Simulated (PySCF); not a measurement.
# C4H10GeSSi: the cost of one run

Computed with PySCF 2.14.0 and routines of our own; the level stands in each step. Atoms count from 0.

### 1 The system as given

17 atoms, charge 0, multiplicity 1; geometry from: GFN2-xTB.

### 2 Magnetic properties: GIAO BHandHLYP/pcSseg-1

The job: settings as JSON, then the geometry in Å.

```
{"job": {"kind": "mag", "xc": "BHandHLYP", "basis": "pcSseg-1", "isotopologues": 2}, "charge": 0, "multiplicity": 1}
C     -2.810543     1.443267     0.489154
Si    -2.564716    -0.013945    -0.701615
C     -0.928265    -0.788600    -0.290371
C      0.128746    -1.305255    -0.000562
Ge     1.840463    -1.982997     0.486548
S      3.074821    -0.327691     1.276292
C      2.955365     0.813253    -0.144442
H     -2.774254     1.115155     1.524582
H     -2.039246     2.197555     0.357346
H     -3.771977     1.923052     0.328089
H     -2.509226     0.449849    -2.094004
H     -3.609379    -1.028134    -0.521242
H      2.463382    -2.582694    -0.754863
H      1.714381    -3.028397     1.556589
H      1.911769     1.028331    -0.358453
H      3.441076     0.377761    -1.013442
H      3.470604     1.721520     0.149407
```

Level: GIAO BHandHLYP/pcSseg-1 magnetisability, rotational g tensor and spin-rotation constants, non-relativistic, gas phase.

On the command line:

```bash
OMP_NUM_THREADS=1 python excited_run.py task.json out
```

This one command runs all jobs of the session in turn.

Q: Estimate the wall time and peak memory of this job on 1 thread of Arm Neoverse N1, shared host.

About 95 s, with a peak of 1 GiB.
